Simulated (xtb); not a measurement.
# C3H6FSi+ (SMILES C=C(F)[SiH+]C): GFN2-xTB

Wanted: ionisation energies of C3H6FSi+. 

Program for the calculation: xtb 6.7.1.

1 further run of the same task is left out (set aside as unsound or not needed).

## Step 1: The molecule

C3H6FSi+ has 11 atoms, charge +1, and is taken as a singlet. SMILES: `C=C(F)[SiH+]C`. The shape is that of a GFN2-xTB optimisation. This is one conformer, not always the lowest.

Bond lengths: C1–C2 1.329 Å, C2–F3 1.349 Å, C2–Si4 1.886 Å, Si4–C5 1.871 Å, C1–H6 1.075 Å, C1–H7 1.079 Å, Si4–H8 1.456 Å, C5–H9 1.092 Å, C5–H10 1.093 Å, C5–H11 1.093 Å. Some angles: C1–C2–F3 120.0°, C1–C2–Si4 129.5°, F3–C2–Si4 110.4°, C2–Si4–C5 118.5°, C2–C1–H6 121.6°, C2–C1–H7 120.8°, C2–Si4–H8 112.3°, C5–Si4–H8 129.2°, Si4–C5–H9 112.0°, Si4–C5–H10 111.5°.

## Step 2: Ionisation energies at GFN2-xTB

.CHRG

```
1
```

.UHF

```
0
```

input.inp

```
$scc
   broydamp=0.6
$end
```

mol.xyz

```xyz
11
start
C      0.12986     1.91959     0.43959
C      0.18932     1.19285    -0.67199
F      0.38300     1.79528    -1.86297
Si     0.04101    -0.67378    -0.89454
C     -0.23531    -1.73428     0.62223
H     -0.02315     1.46471     1.40153
H      0.23396     2.99266     0.40323
H      0.16561    -1.07482    -2.28867
H     -0.29804    -2.79593     0.37335
H      0.57748    -1.61911     1.34439
H     -1.16375    -1.46716     1.13385
```

Command:

```sh
$ xtb mol.xyz --acc 0.01 --iterations 50 --input input.inp --gfn 2 --vip --parallel 1 > run.log
```

**Question.** What will come out? Wanted: total energy; dispersion energy; vertical ionisation energy.

**Answer.** As computed:

At GFN2-xTB:

| quantity | value |
| --- | --- |
| total energy | -15.45146 Eh |
| dispersion energy | -13.61 kJ/mol |
| vertical ionisation energy (program's own) | 14.81 eV |
